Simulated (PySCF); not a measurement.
# F3HOSi: the cost of one run

Method: levels as typed in each script, gas phase, geometry from GFN2-xTB; program: PySCF 2.14.0.

**1. Starting geometry**

SMILES `O[Si](F)(F)F`, 6 atoms, charge 0, spin multiplicity 1.

Bond lengths: O1–Si2 1.588 Å, O1–H6 0.954 Å, Si2–F3 1.571 Å, Si2–F4 1.581 Å, Si2–F5 1.581 Å. Angles: Si2–O1–H6 124.8°, O1–Si2–F3 107.7°, O1–Si2–F4 113.7°, O1–Si2–F5 113.7°, F3–Si2–F4 108.1°, F3–Si2–F5 108.1°, F4–Si2–F5 105.3°.

Coordinates:

```xyz
6
F3HOSi
O    -1.6054   -0.0359    0.0015
Si   -0.0179    0.0051    0.0000
F     0.4220    1.5127   -0.0033
F     0.6336   -0.7007   -1.2554
F     0.6360   -0.6956    1.2570
H    -2.1300   -0.8323    0.0023
```

**2. Density, bond paths and surface potential (PBE/def2-tzvp)**

The input, input.py:

```python
import numpy as np
from pyscf import gto, scf, dft
from pyscf.scf import atom_ks, atom_hf
from scipy.linalg import block_diag

def solve(mol, dm0=None, hcore=None):
    mf = (dft.UKS if mol.spin else dft.RKS)(mol, xc='pbe')
    mf.grids.level = 3
    mf = mf.density_fit(auxbasis='def2-universal-jkfit')
    mf.conv_tol, mf.max_cycle = 1e-8, 80
    if hcore is not None:
        mf.get_hcore = lambda *args: hcore
    mf.kernel(dm0)
    if not mf.converged:
        mf = mf.newton().run(mf.mo_coeff, mf.mo_occ, max_cycle=30)
    assert mf.converged, 'SCF not converged'
    return mf

mol = gto.M(atom='''
O     -1.60543    -0.03586     0.00150
Si    -0.01790     0.00506     0.00004
F      0.42197     1.51274    -0.00329
F      0.63359    -0.70068    -1.25537
F      0.63600    -0.69559     1.25702
H     -2.12996    -0.83229     0.00233
''', basis='def2-tzvp', charge=0, spin=0, verbose=4)
mf = solve(mol)
mf.analyze()
# spherically averaged free atoms, for the promolecule
atm = atom_ks.get_atm_nrks(mol, xc='pbe')
pro = block_diag(*[(atm[a[0]][2] * atm[a[0]][3]) @ atm[a[0]][2].T for a in mol._atom])
np.savez('result.npz', e=mf.e_tot, c=mf.mo_coeff, occ=mf.mo_occ, eps=mf.mo_energy, pro=pro, dip=mf.dip_moment(verbose=0), s2=mf.spin_square()[0])
```

Started as:

```bash
OMP_NUM_THREADS=1 python input.py
```

Q: Estimate wall time and peak memory on 1 thread of Arm Neoverse V1, shared host.

About 20 s, with a peak of 0.55 GiB.
